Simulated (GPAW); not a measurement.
Runs of GPAW 26.7.0 on NiMoIrPdW. It takes space group P3m1 (No. 156, trigonal). Conventional cell: a = 2.766 Å, b = 2.766 Å, c = 11.023 Å, α = 90.00°, β = 90.00°, γ = 120.00°. Around Ni (site symmetry 3m) lie 3 Mo at 2.60 Å and 3 Pd at 2.71 Å and 6 Ni at 2.77 Å. Mo (site symmetry 3m) has 3 Ni at 2.60 Å and 6 Mo at 2.77 Å and 3 Ir at 2.82 Å as nearest neighbours. Pd (site symmetry 3m) has 3 Ni at 2.71 Å and 3 W at 2.74 Å and 6 Pd at 2.77 Å as nearest neighbours. Ir (site symmetry 3m) is surrounded by 3 W at 2.74 Å and 6 Ir at 2.77 Å and 3 Mo at 2.82 Å. W (site symmetry 3m) is surrounded by 3 Pd at 2.74 Å and 3 Ir at 2.74 Å and 6 W at 2.77 Å. The cell was built by a generator and needn't be a form met in nature.

```csv
task,level,potentials or basis,k mesh,ranks,band path,band points,mesh quality,pressure (GPa),moment (μB),largest force (eV/Å)
band structure,r2SCAN,"GPAW PAW data sets (gpaw-data 1.2.1), pw",8 × 8 × 2,8,"GMKGALHA,LM,KH",60,not flagged,(c),0.50,0.11
band structure,AM05,"PAW data sets generated in the run's folder for this functional, pw",8 × 8 × 2,8,"GMKGALHA,LM,KH",60,not flagged,-10.4,0.00,(b)
single point,PBE+D4,"GPAW PAW data sets (gpaw-data 1.2.1), pw",6 × 6 × 2,-,-,-,coarse,(a),0.00,0.49
band structure,PW91,"PAW data sets generated in the run's folder for this functional, pw",8 × 8 × 2,8,"GMKGALHA,LM,KH",60,not flagged,0.2,0.00,0.05
```

Alike in all rows: spin collinear, ferromagnetic start; cell as given; cutoff (eV) 600; smearing fermi-dirac 0.05 eV.

**Question.** Fill in the values left out.

**Answer.** (a) -6.1; (b) 0.14; (c) -3.7.

Caveats: some runs use coarse meshes; the stock nickel data set gives pressures a few GPa off other programs; the PAW data sets were made with another functional, which shifts forces and pressure a little (some runs); pairwise dispersion overbinds metals, which lowers pressure and volume (some runs).
